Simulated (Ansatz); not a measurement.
# CH5B2F: the cost of one run

All numbers are computed with Ansatz 0.2.0, driven from Python. Level of theory: r2SCAN/6-31G*.

### Step 1. The system

Bond lengths: B1–C2 1.534 Å, C2–B3 1.557 Å, C2–F4 1.369 Å, B1–H5 1.226 Å, B1–H6 1.227 Å, C2–H7 1.094 Å, B3–H8 1.218 Å, B3–H9 1.178 Å. Angles: B1–C2–B3 108.3°, B1–C2–F4 110.0°, B1–C2–H7 111.2°, B3–C2–F4 106.6°, B3–C2–H7 108.1°, F4–C2–H7 112.5°, C2–B1–H5 122.1°, C2–B1–H6 122.7°, H5–B1–H6 114.8°, C2–B3–H8 123.1°, C2–B3–H9 123.4°, H8–B3–H9 113.5°.

No structure file is read: the coordinates are typed or built in the script.

### Step 2. Script

torsion.py

```python
"""Rigid torsion scan of CH5B2F."""

import ansatz as az
from ase import Atoms


def main() -> None:
    atoms = Atoms(["B", "C", "B", "F", "H", "H", "H", "H", "H"], positions=[
        (-0.7142, 0.882, -0.5838),
        (-0.3819, -0.4701, 0.0601),
        (1.0912, -0.4243, 0.5613),
        (-0.4443, -1.4631, -0.8797),
        (-1.0947, 0.9738, -1.7455),
        (-0.7487, 1.9297, 0.0533),
        (-1.0274, -0.6667, 0.9212),
        (1.482, 0.3592, 1.4082),
        (1.9264, -1.1668, 0.1879),
    ])

    # relax first, so that the scan starts from a minimum
    first = az.Crystal.molecule_from_ase(atoms).calculation()
    first = first.basis(gaussian="6-31G*").functional("r2scan")
    first = first.relax(force_tolerance=0.02, max_steps=80)
    atoms.positions = first.run(threads=1).report["positions_ang"]

    start = atoms.get_dihedral(0, 1, 2, 7)
    energies = {}
    for turn in range(0, 360, 40):
        turned = atoms.copy()
        turned.set_dihedral(0, 1, 2, 7, start + turn, indices=[2, 7, 8])
        setup = az.Crystal.molecule_from_ase(turned).calculation()
        setup = setup.basis(gaussian="6-31G*")
        setup = setup.functional("r2scan")
        energies[round((start + turn) % 360)] = setup.run(threads=1).report["free_energy_ev"]
    floor = min(energies.values())
    print("dihedral B0-C1-B2-H7 (deg)   E - E(min) (kcal/mol)")
    for angle, e in sorted(energies.items()):
        print(f"{angle:8d} {23.060548 * (e - floor):14.3f}  " + "#" * int(30 * (e - floor) / max(max(energies.values()) - floor, 1e-9)))


if __name__ == "__main__":
    main()
```

### Step 3. What the engine is handed

The engine receives this input (first run):

```yaml
crystal:
  periodic: [false, false, false]
  atoms:
    - { symbol: B, position_ang: [-0.7142, 0.882, -0.5838] }
    - { symbol: C, position_ang: [-0.3819, -0.4701, 0.0601] }
    - { symbol: B, position_ang: [1.0912, -0.4243, 0.5613] }
    - { symbol: F, position_ang: [-0.4443, -1.4631, -0.8797] }
    - { symbol: H, position_ang: [-1.0947, 0.9738, -1.7455] }
    - { symbol: H, position_ang: [-0.7487, 1.9297, 0.0533] }
    - { symbol: H, position_ang: [-1.0274, -0.6667, 0.9212] }
    - { symbol: H, position_ang: [1.482, 0.3592, 1.4082] }
    - { symbol: H, position_ang: [1.9264, -1.1668, 0.1879] }
basis:
  gaussian:
    orbitals: "6-31G*"
hamiltonian:
  xc: r2scan
relax:
  f_tol: 0.02
  max_steps: 80
```

### Step 4. Running it

Run with:

```bash
$ python torsion.py
```

Q: Estimate wall time and peak memory on 1 thread of Arm Neoverse V1, shared host.

About 57 s, with a peak of 0.21 GiB.
